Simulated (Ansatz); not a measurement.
# C2H6BF2N: the cost of one run

Program: Ansatz 0.2.0. Level of theory: RKS B3LYP-D4/def2-SVP. These are calculated values, not measurements.

## 1. The system as given

Bond lengths: B1–N2 1.796 Å, N2–C3 1.450 Å, N2–C4 1.413 Å, B1–F6 1.320 Å, B1–F7 1.323 Å, C3–H8 1.096 Å, C3–H9 1.087 Å, C3–H10 1.092 Å, C4–H11 1.086 Å, C4–H12 1.091 Å. Angles (14 of 15 angles, heavy atoms first): B1–N2–C3 113.9°, B1–N2–C4 77.3°, C3–N2–C4 115.3°, N2–B1–F6 117.3°, N2–B1–F7 115.1°, F6–B1–F7 122.1°, N2–C3–H8 113.7°, N2–C3–H9 107.9°, N2–C3–H10 108.5°, N2–C4–H11 112.7°, N2–C4–H12 117.5°, H8–C3–H9 108.8°, H8–C3–H10 109.0°, H9–C3–H10 108.8°.

Coordinates:

```xyz
12

B     0.0352    0.4948    1.3441
N     0.7100    0.0125   -0.2490
C     0.0870    0.6788   -1.3761
C     0.0669   -1.1680    0.1866
H    -0.6536   -0.8600    1.3382
F     0.8505    0.4610    2.3823
F    -0.9990    1.3179    1.2889
H    -0.9972    0.8038   -1.2703
H     0.5437    1.6603   -1.4792
H     0.2913    0.0982   -2.2781
H     0.7625   -1.9048    0.5772
H    -0.6974   -1.5946   -0.4645
```

## 2. Pulling towards end A

Springs on the bonds that form and break draw the guess towards this end; the thresholds are loose.

File input.yaml:

```yaml
crystal:
  periodic: [false, false, false]
  atoms:
    - { symbol: B, position_ang: [0.0352, 0.4948, 1.3441] }
    - { symbol: "N", position_ang: [0.71, 0.0125, -0.249] }
    - { symbol: C, position_ang: [0.087, 0.6788, -1.3761] }
    - { symbol: C, position_ang: [0.0669, -1.168, 0.1866] }
    - { symbol: H, position_ang: [-0.6536, -0.86, 1.3382] }
    - { symbol: F, position_ang: [0.8505, 0.461, 2.3823] }
    - { symbol: F, position_ang: [-0.999, 1.3179, 1.2889] }
    - { symbol: H, position_ang: [-0.9972, 0.8038, -1.2703] }
    - { symbol: H, position_ang: [0.5437, 1.6603, -1.4792] }
    - { symbol: H, position_ang: [0.2913, 0.0982, -2.2781] }
    - { symbol: H, position_ang: [0.7625, -1.9048, 0.5772] }
    - { symbol: H, position_ang: [-0.6974, -1.5946, -0.4645] }
basis:
  gaussian: { orbitals: def2-SVP }
hamiltonian:
  xc: b3lyp
  dispersion: d4
relax:
  f_tol: 0.15
  max_steps: 25
  restrain:
    - { distance: [0, 4], at: 2.45, k: 30.0 }
    - { distance: [0, 1], at: 1.55, k: 30.0 }
    - { distance: [3, 4], at: 1.07, k: 30.0 }
```

Launch:

```console
$ ansatz run input.yaml --threads 2 --pin off --max-ram 3072MiB --backend cpu --events-out ev --progress --plain --runs-dir out
```

What time and memory should one allow on 2 threads of Intel Xeon 6975P-C (Granite Rapids), shared host?

About 26 s, with a peak of 0.28 GiB.
